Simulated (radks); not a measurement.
# Xe⁺ in [Kr] 4d10 5s2 5p5: an all-electron calculation

An exercise on one series of results from a longer session: the logs are not shown, and one member is left open.

Program: radks (a radial shooting solver on a logarithmic mesh, Libxc functionals) version 1. Level of theory: Dirac Kohn-Sham, BLYP, spin-unpolarised, spherical densities, point nucleus; open shells fill j = l - 1/2 first. These are calculated values, not measurements, unless marked.

## The system

| Property | Result |
| --- | --- |
| element | xenon (Z = 54) |
| charge | +1 |
| electrons | 53 |
| configuration | [Kr] 4d10 5s2 5p5 |

The first run:

The run's settings:

```text
Z 54
configuration [Kr] 4d10 5s2 5p5
relativity Dirac
functional b88,lyp
spin unpolarised
j_filling energy
nucleus point
c 137.035999084
```

Launch:

```sh
$ python run_ks.py task.json out
```

This one command runs every case of the session in turn.

One table of the session follows, with a row left open; its other results are not shown here.

It belongs to the step «Orbitals and density». Radial moments (bohr):

| level | <r> | outermost maximum (interpolated) | 90 % within | nodes |
| --- | --- | --- | --- | --- |
| 1s1/2 | 0.02665 | 0.0172 | 0.0480 | 0 |
| 2s1/2 | 0.1142 | 0.0971 | 0.177 | 1 |
| 2p1/2 | ? | ? | ? | ? |
| 2p3/2 | 0.1020 | 0.0793 | 0.166 | 0 |
| 3s1/2 | 0.3061 | 0.279 | 0.450 | 2 |
| 3p1/2 | 0.2962 | 0.266 | 0.445 | 1 |
| 3p3/2 | 0.3079 | 0.276 | 0.462 | 1 |
| 3d3/2 | 0.2787 | 0.224 | 0.438 | 0 |
| 3d5/2 | 0.2824 | 0.227 | 0.443 | 0 |
| 4s1/2 | 0.7166 | 0.661 | 1.03 | 3 |
| 4p1/2 | 0.7458 | 0.677 | 1.09 | 2 |
| 4p3/2 | 0.7737 | 0.701 | 1.13 | 2 |
| 4d3/2 | 0.8703 | 0.743 | 1.32 | 1 |
| 4d5/2 | 0.8812 | 0.752 | 1.34 | 1 |
| 5s1/2 | 1.824 | 1.61 | 2.65 | 4 |
| 5p1/2 | 2.131 | 1.82 | 3.16 | 3 |
| 5p3/2 | 2.228 | 1.90 | 3.30 | 3 |

Estimate the missing values for 2p1/2.

The run gave: <r>: 0.09619; outermost maximum (interpolated): 0.0744; 90 % within: 0.158; nodes: 0. In the column «<r>» it lies between 1s1/2 (0.02665) and 2p3/2 (0.1020).

Caveats from the session: Spin polarisation and multiplet splitting are left out.
